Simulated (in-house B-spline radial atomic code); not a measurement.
# Au⁺: ionisation energy by several methods

An exercise on one series of results from a longer session: the logs are not shown, and one member is left open.

Program: in-house B-spline radial atomic code version 1. Level of theory: non-relativistic, several functionals, spin-polarised; spherical all-electron atom at the radial basis limit. These are calculated values, not measurements, unless marked.

### What is computed

| Property | Result |
| --- | --- |
| element | gold (Z = 79) |
| charge | +1 |
| electrons | 78 |
| configuration | [Xe] 4f14 5d10 |
| nucleus | point |

Outer shells as boxes (Hund's rule):

[Xe] 4f14 5d10
```
[Xe] core
4f [↑↓][↑↓][↑↓][↑↓][↑↓][↑↓][↑↓]
5d [↑↓][↑↓][↑↓][↑↓][↑↓]
```

Where spins are not typed, each open shell is filled with up spins first.

Set-up of the first run:

Input settings:

```ini
Z = 79
electrons = 78.0
configuration = [Xe] 4f14 5d10
hamiltonian = nr
method = tpss,tpss
spin_polarised = True
```

Steps of the session up to this table: TPSS, a meta-GGA; Hartree-Fock; PBEsol, a GGA; OLYP, a GGA; PBE, a GGA; SCAN, a meta-GGA.

One table of the session follows, with a row left open; its other results are not shown here.

```
      method  ΔSCF (eV)
      PBEsol     21.715
        OLYP          ?
         PBE     21.692
        TPSS     21.625
        SCAN     21.850
Hartree-Fock     20.098
```

Q: Estimate the row for OLYP from the others.

As computed: ΔSCF (eV): 21.677. In the column «ΔSCF (eV)» it lies between TPSS (21.625) and PBE (21.692).

To keep in mind: Meta-GGA runs start from a PBE run whose iterations are not counted. These runs leave out relativity, which matters at this nuclear charge.
